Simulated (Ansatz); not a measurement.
# C2H10AlNSi: molecular dynamics

Purpose: to follow the molecule's vibrations and see whether its bonds hold. The start is relaxed first. Runs: 300 steps of 1 fs at constant energy, with velocities drawn for 500 K. SMILES of the start: C[SiH](C)[AlH][NH2].

All numbers below are computed with Ansatz 0.2.0 (RKS PBE0-D4/STO-3G).

## 1. Starting point

Bond lengths: C1–Si2 1.836 Å, Si2–C3 1.847 Å, Si2–Al4 2.374 Å, Al4–N5 1.972 Å, C1–H6 1.181 Å, C1–H7 1.107 Å, C1–H8 1.051 Å, Si2–H9 1.518 Å, C3–H10 1.143 Å, C3–H11 1.073 Å, C3–H12 1.123 Å, Al4–H13 1.504 Å, N5–H14 1.019 Å, N5–H15 1.060 Å. Angles (14 of 24 angles, heavy atoms first): C1–Si2–C3 107.2°, C1–Si2–Al4 112.4°, C3–Si2–Al4 108.0°, Si2–Al4–N5 116.5°, C1–Si2–H9 109.7°, C3–Si2–H9 110.5°, Al4–Si2–H9 109.0°, Si2–C1–H6 107.5°, Si2–C1–H7 109.5°, Si2–C1–H8 111.3°, Si2–C3–H10 109.0°, Si2–C3–H11 111.3°, Si2–C3–H12 110.3°, Si2–Al4–H13 124.8°.

Structure file:

```xyz
15

C    -1.2951   -0.9115    0.7372
Si    0.3598   -0.1173    0.7841
C     1.5963   -1.3987    0.2934
Al    0.5367    1.6959   -0.7375
N    -1.0772    2.1240   -1.7868
H    -2.0947   -0.0840    1.0047
H    -1.5250   -1.2268   -0.2983
H    -1.3594   -1.6992    1.4296
H     0.6455    0.3858    2.1874
H     2.6448   -0.9490    0.3617
H     1.4067   -1.7641   -0.6978
H     1.5984   -2.2415    1.0359
H     1.7632    2.5484   -0.9174
H    -1.3699    1.2818   -2.2799
H    -1.8518    2.3057   -1.0870
```

## 2. Relaxing the start

input.yaml

```yaml
crystal:
  periodic: [false, false, false]
  atoms:
    - { symbol: C, position_ang: [-1.2951, -0.9115, 0.7372] }
    - { symbol: Si, position_ang: [0.3598, -0.1173, 0.7841] }
    - { symbol: C, position_ang: [1.5963, -1.3987, 0.2934] }
    - { symbol: Al, position_ang: [0.5367, 1.6959, -0.7375] }
    - { symbol: "N", position_ang: [-1.0772, 2.124, -1.7868] }
    - { symbol: H, position_ang: [-2.0947, -0.084, 1.0047] }
    - { symbol: H, position_ang: [-1.525, -1.2268, -0.2983] }
    - { symbol: H, position_ang: [-1.3594, -1.6992, 1.4296] }
    - { symbol: H, position_ang: [0.6455, 0.3858, 2.1874] }
    - { symbol: H, position_ang: [2.6448, -0.949, 0.3617] }
    - { symbol: H, position_ang: [1.4067, -1.7641, -0.6978] }
    - { symbol: H, position_ang: [1.5984, -2.2415, 1.0359] }
    - { symbol: H, position_ang: [1.7632, 2.5484, -0.9174] }
    - { symbol: H, position_ang: [-1.3699, 1.2818, -2.2799] }
    - { symbol: H, position_ang: [-1.8518, 2.3057, -1.087] }
basis:
  gaussian: { orbitals: STO-3G }
hamiltonian:
  xc: pbe0
  dispersion: d4
relax:
  f_tol: 0.02
  max_steps: 40
scf:
  lower_state_search: "off"
```

On the command line:

```bash
$ ansatz run input.yaml --threads 1 --pin off --max-ram 2048MiB --backend cpu --events-out ev --progress --plain --runs-dir out
```

Further steps of the session: The run.

**Question.** What will these runs give? Wanted: relaxation of the start; temperature, first and last step; temperature, second half; potential energy, second half; largest change of the total energy; bonds formed or broken.

As calculated:

| quantity | value |
| --- | --- |
| relaxation of the start | 15 moves, 1.491 eV lower |
| length | 300 steps of 1 fs |
| temperature, first and last step | 500 and 267 K |
| temperature, second half | mean 253 K, from 100 to 351 K |
| potential energy, second half | +29 meV/atom from the start |
| largest change of the total energy | 2.21 meV/atom |
| bonds formed or broken | 0 |

In words: The temperature starts at 500 K and averages 253 K in the second half, where it ranges from 100 to 351 K; a mean near half the start is what vibrations about a minimum give, since they share energy equally between motion and strain. The total energy strays from its start by at most 2.21 meV/atom, 7.8 % of the mean kinetic energy, which is poor: the step of 1 fs is too long for the fastest motion. The bonding pattern survives the run. A run of 300 fs with 15 atoms shows the motion but fixes no equilibrium value. The nuclei move classically, without zero-point motion, which matters most for hydrogen. In so small a basis the energies are only a sketch.
